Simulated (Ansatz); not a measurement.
# C2H2BCl2F3O: taking an electron away

The task here is to estimate one member of a computed series from the others.

Program: Ansatz 0.2.0, Gaussian basis. Level of theory: unrestricted cation, the program's frozen cores in correlated methods. These are calculated values, not measurements.

Levels to be run: UKS PBE-D4/def2-TZVPP; UKS r2SCAN-D4/def2-TZVPP; UKS PBE0-D4/def2-TZVPP; UKS B3LYP-D4/def2-TZVPP; UKS wB97X-V/def2-TZVPP; UKS wB97M-V/def2-TZVPP; UKS B2PLYP/def2-TZVPP; UHF-CCSD(T)/def2-TZVPP; UHF-MP2/def2-QZVPP; extrapolation to the limit; then −ε(HOMO) from the neutral's earlier runs with LDA (SPW92), PBE-D4, revPBE-D4, BLYP-D4, r2SCAN-D4, B97M-V, PBE0-D4, B3LYP-D4, r2SCANh-D4, r2SCAN0-D4, HSE06-D4, BHLYP-D4, CAM-B3LYP-D4, LC-ωPBE, ωB97X-V, ωB97M-V.

## Structure used throughout

An earlier PBE0-D4 in a triple-zeta def2 set relaxation fixed the geometry.

SMILES `FC(F)(F)COB(Cl)Cl`, 11 atoms, charge 0, spin multiplicity 1.

Atoms are counted from 1 here; the program's logs count them from 0.

Bond lengths: F1–C2 1.337 Å, C2–F3 1.335 Å, C2–F4 1.332 Å, C2–C5 1.515 Å, C5–O6 1.402 Å, C5–H10 1.092 Å, C5–H11 1.091 Å, O6–B7 1.342 Å, B7–Cl8 1.744 Å, B7–Cl9 1.756 Å. Angles: F1–C2–F3 108.1°, F1–C2–F4 108.1°, F1–C2–C5 109.2°, F3–C2–F4 107.7°, F3–C2–C5 111.5°, F4–C2–C5 112.1°, C2–C5–O6 109.8°, C2–C5–H10 108.1°, C2–C5–H11 108.1°, O6–C5–H10 112.3°, O6–C5–H11 108.6°, H10–C5–H11 109.8°, C5–O6–B7 125.3°, O6–B7–Cl8 117.6°, O6–B7–Cl9 122.8°, Cl8–B7–Cl9 119.6°.

The first run:

in.yaml reads:

```yaml
crystal:
  periodic: [false, false, false]
  atoms:
    - {symbol: F, position_ang: [-2.410128, 0.682159, -0.660540]}
    - {symbol: C, position_ang: [-1.190030, 0.175764, -0.866846]}
    - {symbol: F, position_ang: [-1.273754, -1.154215, -0.786554]}
    - {symbol: F, position_ang: [-0.819231, 0.484050, -2.108505]}
    - {symbol: C, position_ang: [-0.235726, 0.735657, 0.168272]}
    - {symbol: O, position_ang: [1.048586, 0.211483, -0.037098]}
    - {symbol: B, position_ang: [1.626566, -0.740135, 0.712949]}
    - {symbol: Cl, position_ang: [3.211639, -1.291133, 0.237435]}
    - {symbol: Cl, position_ang: [0.864610, -1.416826, 2.142853]}
    - {symbol: H, position_ang: [-0.628909, 0.495121, 1.158032]}
    - {symbol: H, position_ang: [-0.193623, 1.818055, 0.040001]}
basis:
  gaussian: {orbitals: def2-TZVPP}
total_charge: 1
magnetization: {spin_polarized: true, initial_magnetization: 1}
hamiltonian: {xc: pbe, dispersion: d4}
```

On the command line:

```
ansatz run in.yaml --threads 4 --pin off --events-out ev --progress --plain --max-ram 66560MiB --backend cuda --devices 0, --max-vram 37GiB
```

Among the steps run: Cation, UKS PBE-D4/def2-TZVPP; Cation, UKS r2SCAN-D4/def2-TZVPP; Cation, UKS PBE0-D4/def2-TZVPP; Cation, UKS B3LYP-D4/def2-TZVPP; Cation, UKS wB97X-V/def2-TZVPP; Cation, UKS wB97M-V/def2-TZVPP; Cation, UKS B2PLYP (frozen core)/def2-TZVPP; Cation, UHF-CCSD(T)/def2-TZVPP; Cation, UHF-MP2/def2-QZVPP.

One of the session's tables, all rows but one given; the rest of the session is left out.

It belongs to the step «Ionisation energies side by side». Orbital estimates, from the neutral's runs:

```
  functional  −ε(HOMO) (eV)
 LDA (SPW92)           7.93
      PBE-D4           7.77
   revPBE-D4           7.71
     BLYP-D4           7.59
   r2SCAN-D4              ?
      B97M-V           8.25
     PBE0-D4           9.23
    B3LYP-D4           8.93
  r2SCANh-D4           8.68
  r2SCAN0-D4           9.48
    HSE06-D4           8.83
    BHLYP-D4          10.53
CAM-B3LYP-D4          10.61
     LC-ωPBE          12.07
     ωB97X-V          11.68
     ωB97M-V          11.50
```

Q: Estimate the row for r2SCAN-D4 from the others.

Worked estimate for «−ε(HOMO) (eV)». Against the share of exact exchange, r2SCANh-D4 (0.1, 8.68), r2SCAN0-D4 (0.25, 9.48) give a slope of 5.33 per unit share; at 0 the line stands at 8.15.

**Answer.** −ε(HOMO) (eV): 8.14. In «−ε(HOMO) (eV)» the line misses by +0.01.
